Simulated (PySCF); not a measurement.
# C8H10O2: the cost of one run

Computed with PySCF 2.14.0 and routines of our own; the level stands in each step. Atoms count from 0.

## 1. The system as given

20 atoms, charge 0, multiplicity 3; geometry from: GFN2-xTB.

## 2. Open-shell or spin-flip excitations: unrestricted TDDFT CAM-B3LYP/def2-SVP

Job settings and geometry (Å):

```
{"job": {"kind": "uabs", "xc": "CAM-B3LYP", "basis": "def2-SVP", "nstates": 10, "tda": false}, "charge": 0, "multiplicity": 3}
C      2.882211    -0.012619     0.362268
O      1.728627     0.769215     0.188546
C      0.532663     0.126710     0.070546
C      0.371290    -1.218078     0.131236
C     -0.976108    -1.783751    -0.027991
O     -1.070125    -3.143157     0.034809
C     -2.084099    -0.944681    -0.286490
C     -1.933439     0.398854    -0.351072
C     -0.589647     1.008545    -0.124395
C     -0.466805     2.478854    -0.097859
H      2.836803    -0.590428     1.290984
H      3.714389     0.688312     0.409857
H      3.028217    -0.697449    -0.479170
H      1.170516    -1.920705     0.275571
H     -1.986813    -3.408506    -0.108214
H     -3.054600    -1.401577    -0.439018
H     -2.752987     1.062643    -0.561999
H     -1.146865     2.910288     0.644189
H      0.550752     2.781747     0.128873
H     -0.759128     2.906460    -1.063708
```

With the program's defaults for keys left out, this is: unrestricted TDDFT CAM-B3LYP/def2-SVP, vertical, gas phase, core orbitals frozen in the response.

The run is started by

```sh
$ OMP_NUM_THREADS=1 python excited_run.py task.json out
```

One launch serves the whole session: the jobs run in the order shown.

**Question.** How long does this first job take on 1 thread of AMD EPYC, shared host, and how much memory does it need?

About 4.6 min, with a peak of 0.89 GiB.
